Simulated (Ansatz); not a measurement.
# CH₇OSbSi: up Jacob's ladder to CCSD(T)

One table from this session's results is given with a row withheld; the runs are named, their logs left out.

Computed with Ansatz 0.2.0, Gaussian basis. Level: functionals in def2-TZVPP, the program's frozen cores in correlated methods.

Plan: LDA (SPW92), PBE-D4, revPBE-D4, BLYP-D4, r2SCAN-D4, B97M-V, PBE0-D4, B3LYP-D4, r2SCANh-D4, r2SCAN0-D4, HSE06-D4, BHLYP-D4, CAM-B3LYP-D4, LC-ωPBE, ωB97X-V, ωB97M-V, B2PLYP, PBE-QIDH; CCSD(T)/def2-SVP; CCSD(T)/def2-TZVPP; MP2/def2-QZVPP; extrapolation to the limit; RPA on PBE.

## The relaxed structure

All runs share one geometry, relaxed beforehand with PBE0-D4 in a triple-zeta def2 set. Sb takes the def2 core potential; no spin-orbit term is included.

SMILES `[SiH3]C[O][SbH2]`, 11 atoms, charge 0, spin multiplicity 1.

Atoms are counted from 1 here; the program's logs count them from 0.

Bond lengths: Si1–C2 1.893 Å, Si1–H5 1.485 Å, Si1–H6 1.489 Å, Si1–H7 1.491 Å, C2–O3 1.419 Å, C2–H8 1.101 Å, C2–H9 1.096 Å, O3–Sb4 1.977 Å, Sb4–H10 1.710 Å, Sb4–H11 1.717 Å. Angles: C2–Si1–H5 110.5°, C2–Si1–H6 111.0°, C2–Si1–H7 108.3°, H5–Si1–H6 109.5°, H5–Si1–H7 108.6°, H6–Si1–H7 108.8°, Si1–C2–O3 111.1°, Si1–C2–H8 109.9°, Si1–C2–H9 109.9°, O3–C2–H8 112.5°, O3–C2–H9 107.4°, H8–C2–H9 105.8°, C2–O3–Sb4 118.2°, O3–Sb4–H10 92.0°, O3–Sb4–H11 96.0°, H10–Sb4–H11 90.6°.

The first run:

in.yaml reads:

```yaml
crystal:
  periodic: [false, false, false]
  atoms:
    - {symbol: Si, position_ang: [-1.030270, 1.278001, -0.092799]}
    - {symbol: C, position_ang: [0.201929, 0.336479, 0.992001]}
    - {symbol: O, position_ang: [0.311587, -1.017879, 0.583658]}
    - {symbol: Sb, position_ang: [1.557666, -1.450535, -0.888860]}
    - {symbol: H, position_ang: [-2.377770, 0.659517, -0.008087]}
    - {symbol: H, position_ang: [-1.113142, 2.709229, 0.311233]}
    - {symbol: H, position_ang: [-0.561030, 1.204587, -1.506156]}
    - {symbol: H, position_ang: [1.172472, 0.856406, 0.993932]}
    - {symbol: H, position_ang: [-0.139967, 0.337462, 2.033769]}
    - {symbol: H, position_ang: [1.696018, -3.075701, -0.373799]}
    - {symbol: H, position_ang: [0.347808, -1.894566, -2.024093]}
basis:
  gaussian: {orbitals: def2-TZVPP}
hamiltonian: {xc: lda}
output: {orbitals: {seedname: orbitals}}
```

Among the steps run: LDA; PBE-D4 (GGA); revPBE-D4 (GGA); BLYP-D4 (GGA); r2SCAN-D4 (meta-GGA); B97M-V (meta-GGA); PBE0-D4 (hybrid); B3LYP-D4 (hybrid); r2SCANh-D4 (hybrid); r2SCAN0-D4 (hybrid); HSE06-D4 (hybrid); BHLYP-D4 (hybrid); CAM-B3LYP-D4 (range-separated); LC-ωPBE (range-separated); ωB97X-V (range-separated); ωB97M-V (range-separated); B2PLYP (double hybrid); PBE-QIDH (double hybrid).

One table of the session follows, with a row left open; its other results are not shown here.

It belongs to the step «Orbital energies across the functionals». 

| functional | HOMO (eV) | gap (eV) |
| --- | --- | --- |
| LDA (SPW92) | -5.92 | 3.65 |
| PBE-D4 | -5.80 | 3.77 |
| revPBE-D4 | -5.75 | 3.83 |
| BLYP-D4 | -5.69 | 3.78 |
| r2SCAN-D4 | -6.07 | 4.29 |
| B97M-V | -6.24 | 4.35 |
| PBE0-D4 | -7.17 | 5.95 |
| B3LYP-D4 | -6.95 | 5.52 |
| r2SCANh-D4 | -6.59 | 5.09 |
| r2SCAN0-D4 | -7.36 | 6.28 |
| HSE06-D4 | -6.77 | 5.18 |
| BHLYP-D4 | -8.35 | 7.97 |
| CAM-B3LYP-D4 | -8.50 | 8.27 |
| LC-ωPBE | -9.77 | 10.66 |
| ωB97X-V | -9.48 | 10.24 |
| ωB97M-V | ? | ? |

Estimate the missing values for ωB97M-V.

**Answer.** HOMO (eV): -9.39; gap (eV): 9.93. In the column «HOMO (eV)» it lies between ωB97X-V (-9.48) and CAM-B3LYP-D4 (-8.50).
